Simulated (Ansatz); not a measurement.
# BGeH₃+ (doublet): from Hartree-Fock to the top rungs, cc-pVTZ

Aim: climb from Hartree-Fock through coupled cluster and multireference methods for BGeH₃+ (doublet) at one geometry and basis, and see what each rung misses.

Computed with Ansatz 0.2.0, Gaussian basis. Level: cc-pVTZ, core rule «outside noble gas», up to 15 orbitals frozen.

The runs, in order: UHF; CCSD(T) on ROHF; CCSD(T) on UHF; BCCD(T) on ROHF; CCSDT(Q) on ROHF; CCSDT(Q) on UHF; CASSCF and NEVPT2, 9 electrons in 11 orbitals.

4 further runs of the same task are left out: 4 set aside as unsound or not needed.

### 1 The geometry

The geometry is a PBE0/def2-TZVP stationary point (not a proven minimum) of the parent state, kept for this charge and spin. No spin-orbit coupling is included. The filled d shell of Ge may be among the frozen orbitals whatever the setting's name suggests; the logs give the count.

5 atoms, charge 1, spin multiplicity 2.

Atoms are counted from 1 here; the program's logs count them from 0.

Bond lengths: Ge1–B2 1.949 Å, Ge1–H3 1.780 Å, B2–H3 1.366 Å, B2–H4 1.203 Å, B2–H5 1.203 Å. Angles: B2–Ge1–H3 42.7°, Ge1–B2–H3 62.0°, Ge1–B2–H4 120.1°, Ge1–B2–H5 120.1°, H3–B2–H4 106.0°, H3–B2–H5 106.0°, H4–B2–H5 119.4°, Ge1–H3–B2 75.3°.

### 2 UHF

File in.yaml:

```yaml
crystal:
  periodic: [false, false, false]
  atoms:
    - {symbol: Ge, position_ang: [-0.002248, 0.000000, 0.318665]}
    - {symbol: B, position_ang: [-0.066617, -0.000001, -1.629219]}
    - {symbol: H, position_ang: [1.160664, 0.000000, -1.028885]}
    - {symbol: H, position_ang: [-0.142071, -1.038714, -2.230917]}
    - {symbol: H, position_ang: [-0.142072, 1.038712, -2.230918]}
basis:
  gaussian: {orbitals: cc-pVTZ}
total_charge: 1
magnetization: {spin_polarized: true, initial_magnetization: 1}
hamiltonian: {xc: hf}
output: {orbitals: {seedname: orbitals}}
```

Started as:

```console
$ ansatz run in.yaml --threads 1 --pin off --events-out ev --progress --plain --max-ram 4096MiB --backend cpu
```

After this run come: CCSD(T) on ROHF; CCSD(T) on UHF; BCCD(T) on ROHF; CCSDT(Q) on ROHF; CCSDT(Q) on UHF; CASSCF and NEVPT2, 9 electrons in 11 orbitals.

Q: Predict the results of all the runs planned. Wanted: UCCSDT(Q) below the RHF energy; RMP2 from UCCSDT(Q); UMP2 from UCCSDT(Q); RCCSD from UCCSDT(Q); RCCSD(T) from UCCSDT(Q); UCCSD(T) from UCCSDT(Q); RCCSDT(Q) from UCCSDT(Q); NEVPT2 valence from UCCSDT(Q); T1 diagnostic.

As calculated:

| quantity | value |
| --- | --- |
| UCCSDT(Q) below the RHF energy | -6.2059 eV |
| RMP2 from UCCSDT(Q) | +1139.7 meV |
| UMP2 from UCCSDT(Q) | +1179.3 meV |
| RCCSD from UCCSDT(Q) | +272.9 meV |
| RCCSD(T) from UCCSDT(Q) | +46.9 meV |
| UCCSD(T) from UCCSDT(Q) | +44.5 meV |
| RCCSDT(Q) from UCCSDT(Q) | +5.0 meV |
| NEVPT2 valence from UCCSDT(Q) | +825.5 meV |
| levels within 1 kcal/mol (43 meV) | RCCSDT, UCCSDT, RCCSDT(Q) |
| T1 diagnostic | 0.027 |
| effectively unpaired electrons | 1.05 |

RCCSD(T) misses by +46.9 meV, 0.8 % of the correlation energy. One determinant dominates. These misses are within one basis, not against nature; the frozen cores of restricted and unrestricted runs differ, which can shift their rows.
